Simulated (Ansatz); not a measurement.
# SnHCl3O (SMILES [OH][Sn]([Cl])([Cl])[Cl]): wB97M-V/def2-SVP (core potential)

Aim: the energy change on altering one bond length of SnHCl3O at wB97M-V/def2-SVP (core potential), from 2 runs. 

Program for the calculation: Ansatz 0.2.0.

80 further runs of the same task are left out: 6 that didn't finish, 74 set aside as unsound or not needed.

### 1 Starting point

SnHCl3O has 6 atoms, charge 0, and is taken as a singlet. SMILES: `[OH][Sn]([Cl])([Cl])[Cl]`. The coordinates come from a PBE0-D4/def2-TZVP relaxation.

Bond lengths: O1–Sn2 1.932 Å, Sn2–Cl3 2.281 Å, Sn2–Cl4 2.296 Å, Sn2–Cl5 2.296 Å, O1–H6 0.962 Å. Angles: O1–Sn2–Cl3 106.3°, O1–Sn2–Cl4 110.7°, O1–Sn2–Cl5 110.6°, Cl3–Sn2–Cl4 110.5°, Cl3–Sn2–Cl5 110.6°, Cl4–Sn2–Cl5 108.2°, Sn2–O1–H6 113.2°.

### 2 The energy at wB97M-V/def2-SVP (core potential)

The input, job.yaml:

```yaml
basis:
  gaussian:
    orbitals: def2-SVP
crystal:
  periodic: [false, false, false]
  atoms:
    - {symbol: O, position_ang: [-0.674300, 0.477500, 1.363600]}
    - {symbol: Sn, position_ang: [0.251900, -0.201000, -0.189900]}
    - {symbol: Cl, position_ang: [1.931200, -1.529700, 0.595300]}
    - {symbol: Cl, position_ang: [-1.175400, -1.411300, -1.519500]}
    - {symbol: Cl, position_ang: [1.105000, 1.525900, -1.439200]}
    - {symbol: H, position_ang: [-1.396100, 1.074500, 1.143600]}
hamiltonian:
  xc: {name: wB97M-V}
accuracy: high
output:
  orbitals: {seedname: orbitals}
```

Command:

```console
$ ansatz run job.yaml --threads 1 --pin off --max-ram 3480MiB --events-out events.jsonl --progress --plain --runs-dir runs
```

The log of the run:

```text
Warning: RAYON_NUM_THREADS=1 ignored (pool sized by the plan → 1); use --threads N
Functional definition: wB97M-V
  name "wB97M-V"
  parameter omega = 0.3/bohr
  parameter cx = 0.15
  parameter cx01 = 1.007
  parameter cx10 = 0.259
  parameter css00 = 0.443
  parameter css04 = -1.437
  parameter css10 = -4.535
  parameter css20 = -3.390
  parameter css43 = 4.278
  parameter cos00 = 1.000
  parameter cos10 = 1.358
  parameter cos20 = 2.924
  parameter cos21 = -8.812
  parameter cos60 = -1.390
  parameter cos61 = 9.142
  parameter b = 6.0
  parameter c = 0.01
  gx(w, u) = 1 - cx + cx01*u + cx10*w
  gss(w, u) = css00 + css04*u^4 + css10*w + css20*w^2 + css43*w^4*u^3
  gos(w, u) = cos00 + cos10*w + (cos20 + cos21*u)*w^2 + (cos60 + cos61*u)*w^6
  exchange = spin_sum(e_x_unif_sr(omega)*gx(b97_w, b97_u_x)) + cx*exact_x_sr(omega) + exact_x_lr(omega)
  correlation = spin_sum(e_c_pw_mod_same_spin*gss(b97_w, b97_u_same))
      + integral(e_c_pw_mod_opposite_spin*gos(b97_w_opposite, b97_u_opposite)) + vv10(b, c)
2082 factors; integrals over basis functions are off by at most 3.4e-9 eV
400 factors; integrals over basis functions are off by at most 2.4e-9 eV
mean field evaluation 1: about -45444.8800 eV, gradient 4.7e1 eV
mean field evaluation 2: about -45443.0052 eV, gradient 6.0e1 eV
mean field evaluation 4: about -45449.5497 eV, gradient 1.7e0 eV
mean field evaluation 8: about -45449.6407 eV, gradient 1.1e-1 eV
mean field evaluation 16: about -45449.6407 eV, gradient 4.4e-5 eV
mean field -45449.64071952 eV, -1670.2434895693 hartree, gradient 7.6e-8 eV, S^2 0.000000; 0 other end points of the search recorded, 0 dependent functions left out
reference -45449.64072418 eV, -1670.2434897408 hartree; 41, 41 occupied and 58, 58 virtual orbitals, 2082 factors
Total energy: -45449.64072418 eV, -1670.2434897408 hartree
```

It took 1.8 min on 1 thread of Arm Neoverse V1, shared host; peak memory 0.77 GiB.

### 3 The distorted shape, same level

The input, molecule.yaml:

```yaml
crystal:
  periodic: [false, false, false]
  atoms:
    - {symbol: O, position_ang: [-0.246110, 0.840590, 1.762480]}
    - {symbol: Sn, position_ang: [0.680090, 0.162090, 0.208980]}
    - {symbol: Cl, position_ang: [2.359390, -1.166610, 0.994180]}
    - {symbol: Cl, position_ang: [-1.175400, -1.411300, -1.519500]}
    - {symbol: Cl, position_ang: [1.533190, 1.888990, -1.040320]}
    - {symbol: H, position_ang: [-0.967910, 1.437590, 1.542480]}
basis:
  gaussian: {orbitals: def2-SVP}
hamiltonian: {xc: {name: wB97M-V}}
accuracy: high
output: {orbitals: {seedname: orbitals}}
```

Command:

```console
$ ansatz run molecule.yaml --threads 1 --pin off --max-ram 3480MiB --events-out events.jsonl --progress --plain --runs-dir runs
```

The log of the run, cut to the lines that bear on the results:

```text
Warning: RAYON_NUM_THREADS=1 ignored (pool sized by the plan → 1); use --threads N
Functional definition: wB97M-V
  name "wB97M-V"
[...]
  gx(w, u) = 1 - cx + cx01*u + cx10*w
  gss(w, u) = css00 + css04*u^4 + css10*w + css20*w^2 + css43*w^4*u^3
  gos(w, u) = cos00 + cos10*w + (cos20 + cos21*u)*w^2 + (cos60 + cos61*u)*w^6
[...]
      + integral(e_c_pw_mod_opposite_spin*gos(b97_w_opposite, b97_u_opposite)) + vv10(b, c)
2047 factors; integrals over basis functions are off by at most 6.7e-9 eV
411 factors; integrals over basis functions are off by at most 2.2e-9 eV
[...]
mean field -45447.99511114 eV, -1670.1830145768 hartree, gradient 6.3e-8 eV, S^2 0.000000; 0 other end points of the search recorded, 0 dependent functions left out
reference -45447.99511583 eV, -1670.1830147492 hartree; 41, 41 occupied and 58, 58 virtual orbitals, 2047 factors
Total energy: -45447.99511583 eV, -1670.1830147492 hartree
```

Run time: 2.1 min. Hardware: 1 thread of Arm Neoverse V1, shared host; peak memory 0.76 GiB.

### 4 What came out

At wB97M-V/def2-SVP (core potential):

```
                                                           quantity           value
                                          first shape: total energy  -1670.24349 Eh
                                           first shape: HOMO energy       -11.67 eV
                                           first shape: LUMO energy        -0.48 eV
                                         first shape: HOMO–LUMO gap        11.19 eV
                                      distorted shape: total energy  -1670.18301 Eh
                                       distorted shape: HOMO energy       -10.37 eV
                                       distorted shape: LUMO energy        -2.52 eV
                                     distorted shape: HOMO–LUMO gap         7.85 eV
energy change with the Sn2–Cl4 bond stretched from 2.296 to 2.984 Å        1.646 eV
```

**Reading.** With the Sn2–Cl4 bond stretched from 2.296 to 2.984 Å the energy rises by 1.65 eV (38 kcal/mol). The first shape isn't relaxed at this level, so the change isn't measured from a minimum.
